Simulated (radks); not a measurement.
# Valence configurations of In⁺

The task here is to estimate one member of a computed series from the others.

Program: radks (a radial shooting solver on a logarithmic mesh, Libxc functionals) version 1. Level of theory: Dirac Kohn-Sham, PBEsol, spin-unpolarised, spherical densities, point nucleus; open shells fill j = l - 1/2 first. These are calculated values, not measurements, unless marked.

### Starting point

| Quantity | Value |
| --- | --- |
| element | indium (Z = 49) |
| charge | +1 |
| electrons | 48 |
| configuration | [Kr] 4d10 5s2 |
| others tried | 4d10 5p2; 4d10 5s1.5 5p0.5; 4d10 5s1 5p1; 4d9.5 5s2 5p0.5; 4d9 5p3; 4d9 5s2 5p1; 4d8 5p4; 4d8 5s2 5p2; 4d8.5 5s2 5p1.5 |

The first run:

The run's settings:

```text
Z 49
configuration [Kr] 4d10 5s2
relativity Dirac
functional pbe_sol,pbe_sol
spin unpolarised
j_filling energy
nucleus point
c 137.035999084
```

Among the steps run: [Kr] 4d10 5s2.

One table of the session follows, with a row left open; its other results are not shown here.

From the orbitals of this run (lengths in bohr):

```
level     <r>  outermost maximum (interpolated)  90 % within  nodes
3d3/2  0.3224                             0.256        0.509      0
3d5/2  0.3259                             0.259        0.514      0
4s1/2  0.8480                             0.770         1.23      3
4p1/2  0.9012                             0.799         1.33      2
4p3/2  0.9319                             0.824         1.38      2
4d3/2   1.170                             0.926         1.84      1
4d5/2   1.186                             0.936         1.87      1
5s1/2       ?                                 ?            ?      ?
```

Q: Estimate the row for 5s1/2 from the others.

The run gave: <r>: 2.471; outermost maximum (interpolated): 2.11; 90 % within: 3.64; nodes: 4. In the column «<r>» it is the highest.
